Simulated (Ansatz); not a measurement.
# C2H6AlBFN: small, medium and large basis sets

Aim: see how fast density functionals converge with the basis set for C2H6AlBFN.

Program: Ansatz 0.2.0, Gaussian basis. Level of theory: one geometry, several basis sets. These are calculated values, not measurements.

Plan: PBE0-D4/def2-SVP; ωB97M-V/def2-SVP; PBE0-D4/def2-QZVPP; ωB97M-V/def2-QZVPP; the functionals' def2-TZVPP values are taken from earlier runs.

**1. The geometry**

The geometry comes from an earlier relaxation with PBE0-D4/def2-TZVP; it is a stationary point, not always the lowest conformer.

12 atoms, charge 0, spin multiplicity 1.

Atoms are counted from 1 here; the program's logs count them from 0.

Bond lengths: N1–C2 1.529 Å, N1–Al6 1.990 Å, N1–H7 1.017 Å, N1–H8 1.013 Å, C2–B3 1.605 Å, C2–Al6 1.915 Å, C2–H9 1.084 Å, B3–C4 1.490 Å, B3–H10 1.205 Å, C4–F5 1.365 Å, C4–Al6 2.082 Å, C4–H11 1.106 Å, Al6–H12 1.578 Å. Angles: C2–N1–Al6 64.4°, C2–N1–H7 115.3°, C2–N1–H8 112.9°, Al6–N1–H7 130.8°, Al6–N1–H8 115.6°, H7–N1–H8 109.2°, N1–C2–B3 100.0°, N1–C2–Al6 69.6°, N1–C2–H9 114.5°, B3–C2–Al6 82.2°, B3–C2–H9 123.1°, Al6–C2–H9 150.9°, C2–B3–C4 109.6°, C2–B3–H10 122.6°, C4–B3–H10 123.8° and more.

Coordinates:

```mol
C2H6AlBFN
  3D, bonds by distance, orders not assigned

 12 14  0  0  0  0  0  0  0  0999 V2000
   -0.5983   -0.9519    1.0804 N   0  0
    0.4930    0.1152    0.9945 C   0  0
    1.0728   -0.1962   -0.4690 B   0  0
    0.4504    0.7264   -1.4600 C   0  0
    0.4295    0.5417   -2.8120 F   0  0
   -1.0457    0.6492   -0.0136 Al  0  0
   -0.3138   -1.8878    0.8030 H   0  0
   -1.0374   -0.9946    1.9926 H   0  0
    1.1199    0.1892    1.8751 H   0  0
    1.5715   -1.2546   -0.7593 H   0  0
    0.4589    1.8078   -1.2266 H   0  0
   -2.5237    1.2005    0.0289 H   0  0
  1  2  8  0
  1  6  8  0
  1  7  8  0
  1  8  8  0
  2  3  8  0
  2  6  8  0
  2  9  8  0
  3  4  8  0
  3  6  8  0
  3 10  8  0
  4  5  8  0
  4  6  8  0
  4 11  8  0
  6 12  8  0
M  END
```

**2. PBE0-D4 in def2-SVP**

Input file in.yaml:

```yaml
crystal:
  periodic: [false, false, false]
  atoms:
    - {symbol: N, position_ang: [-0.598306, -0.951899, 1.080388]}
    - {symbol: C, position_ang: [0.492996, 0.115191, 0.994514]}
    - {symbol: B, position_ang: [1.072797, -0.196172, -0.468981]}
    - {symbol: C, position_ang: [0.450447, 0.726443, -1.459989]}
    - {symbol: F, position_ang: [0.429513, 0.541699, -2.812018]}
    - {symbol: Al, position_ang: [-1.045681, 0.649157, -0.013605]}
    - {symbol: H, position_ang: [-0.313823, -1.887782, 0.802962]}
    - {symbol: H, position_ang: [-1.037385, -0.994619, 1.992559]}
    - {symbol: H, position_ang: [1.119924, 0.189216, 1.875137]}
    - {symbol: H, position_ang: [1.571450, -1.254566, -0.759336]}
    - {symbol: H, position_ang: [0.458908, 1.807767, -1.226565]}
    - {symbol: H, position_ang: [-2.523740, 1.200468, 0.028933]}
basis:
  gaussian: {orbitals: def2-SVP}
hamiltonian: {xc: pbe0, dispersion: d4}
output: {orbitals: {seedname: orbitals}}
```

Command:

```
ansatz run in.yaml --threads 4 --pin off --events-out ev --progress --plain --max-ram 10444MiB
```

After this run come: ωB97M-V in def2-SVP; PBE0-D4 in def2-QZVPP; ωB97M-V in def2-QZVPP.

Before running them: what should the planned runs give, taken together? Wanted: PBE0-D4: double and triple zeta above quadruple; ωB97M-V: double and triple zeta above quadruple.

As calculated:

```
                                       quantity           value
PBE0-D4: double and triple zeta above quadruple  11.07, 0.59 eV
ωB97M-V: double and triple zeta above quadruple  11.29, 0.56 eV
```

**Reading.** PBE0-D4 gains 10.47 eV from double to triple zeta, then 0.59 eV more. Total energies overstate the basis error of differences, where much of it tends to cancel. The LUMO of ωB97M-V is positive and keeps falling with the basis (1.33 to 0.58 eV): an unbound level that the basis holds in place.
